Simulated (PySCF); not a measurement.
**[SmH4]−: other functionals and bases at one geometry**

Aim: see how levels, charges and forces of [SmH4]− depend on the level of theory. The structure is generated, not taken from experiment.

Program: PySCF 2.14.0. Level of theory: several levels, as the steps say, no spin–orbit coupling. These are calculated values, not measurements.

1 further run of the same task is left out (for a known fault of the program).

## (1) Starting geometry

5 atoms, charge -1, spin multiplicity 1.

Bond lengths: Sm1–H2 2.139 Å, Sm1–H3 2.139 Å, Sm1–H4 2.139 Å, Sm1–H5 2.139 Å. Angles: H2–Sm1–H3 109.5°, H2–Sm1–H4 109.5°, H2–Sm1–H5 109.5°, H3–Sm1–H4 109.5°, H3–Sm1–H5 109.5°, H4–Sm1–H5 109.5°.

Geometry (Å):

```xyz
5
H4Sm
Sm    0.0000    0.0000    0.0000
H     1.2350    1.2350    1.2350
H    -1.2350   -1.2350    1.2350
H     1.2350   -1.2350   -1.2350
H    -1.2350    1.2350   -1.2350
```

Formal oxidation states: Sm +3. Each metal's 5 4f electrons lie in its core potential, so multiplicities, spins and levels count the valence alone. An earlier session relaxed this geometry at PBE0, Sm lcecp-1-SVP with ECP51, H def2-SVP (singlet, point group Td).

At PBE0 on the finer grid: E = -37.055608 Eh, HOMO -2.13 eV, LUMO 3.79 eV, Mulliken charge on Sm1 +0.27 e, largest force component 0.002 eV/Å. 

Levels to run: TPSS; B3LYP; PBE0, TZVP. Hardware: 2 threads of Arm Neoverse V1, shared host.

## (2) TPSS

run.py (the lines that set the calculation)

```python
mol = gto.M(atom='''
Sm     0.00000     0.00000     0.00000
H      1.23496     1.23496     1.23496
H     -1.23496    -1.23496     1.23496
H      1.23496    -1.23496    -1.23496
H     -1.23496     1.23496    -1.23496''',
    basis={'Sm': 'lcecp-1-SVP', 'H': 'def2-SVP'},
    ecp={'Sm': 'lcecp-1-SVP'},
    charge=-1, spin=0)
mf = dft.RKS(mol, xc='TPSS')
mf.grids.atom_grid = (75, 302)  # f atoms: unpruned, at least (60, 302)
mf = mf.density_fit()  # fitting sets: Sm AutoAux, H def2-universal-JKFIT
mf.conv_tol = 1e-08; mf.max_cycle = 55
mf.kernel(dm0)  # dm0: the density of the relaxed state
```

Started as:

```bash
$ OMP_NUM_THREADS=2 python run.py
```

## (3) B3LYP

Edit run.py (the lines that set the calculation) of step 2 so:

```diff
@@ -9,3 +9,3 @@
     charge=-1, spin=0)
-mf = dft.RKS(mol, xc='TPSS')
+mf = dft.RKS(mol, xc='B3LYP')
 mf.grids.atom_grid = (75, 302)  # f atoms: unpruned, at least (60, 302)
```

## (4) PBE0, TZVP

Basis: Sm lcecp-1-TZVP with ECP51, H def2-TZVP. 

run.py (the lines that set the calculation)

```python
mol = gto.M(atom='''
Sm     0.00000     0.00000     0.00000
H      1.23496     1.23496     1.23496
H     -1.23496    -1.23496     1.23496
H      1.23496    -1.23496    -1.23496
H     -1.23496     1.23496    -1.23496''',
    basis={'Sm': 'lcecp-1-TZVP', 'H': 'def2-TZVP'},
    ecp={'Sm': 'lcecp-1-TZVP'},
    charge=-1, spin=0)
mf = dft.RKS(mol, xc='PBE0')
mf.grids.atom_grid = (75, 302)  # f atoms: unpruned, at least (60, 302)
mf = mf.density_fit()  # fitting sets: Sm AutoAux, H def2-universal-JKFIT
mf.conv_tol = 1e-08; mf.max_cycle = 55
mf.kernel(dm0)  # dm0: free metal ions and neutral atoms
```

What does the calculation give? Wanted: for each run, HOMO; gap; charge on Sm1; dipole; largest force.

The runs gave:

| level | state | HOMO (eV) | gap (eV) | charge on Sm1 (e) | dipole (D) | largest force (eV/Å) | basis functions | time |
| --- | --- | --- | --- | --- | --- | --- | --- | --- |
| PBE0 (relaxed here) | singlet | -2.13 | 5.92 | 0.27 | 0.00 | 0.00 | 53 | 2.9 s |
| TPSS | singlet | -1.14 | 4.35 | 0.40 | 0.00 | 0.02 | 53 | 2.1 s |
| B3LYP | singlet | -1.94 | 5.52 | 0.20 | 0.00 | 0.03 | 53 | 1.4 s |
| PBE0, TZVP | singlet | -2.18 | 5.94 | 0.55 | 0.00 | 0.00 | 71 | 3.6 s |

Times are on 2 threads of Arm Neoverse V1, shared host; the first row also made further properties. The dipole of a charged species depends on the origin, so these sizes hold for this origin alone.

In one basis the HOMO–LUMO gap runs from 4.35 eV (TPSS) to 5.92 eV (PBE0). The largest leftover force, 0.03 eV/Å with B3LYP, stands at a geometry relaxed at another level. The Mulliken charge on Sm spans +0.20 to +0.55 e over the levels. With 4f in the core, its levels are missing from HOMO and gap. Total energies of different levels can't be compared. Spin–orbit coupling is left out throughout.
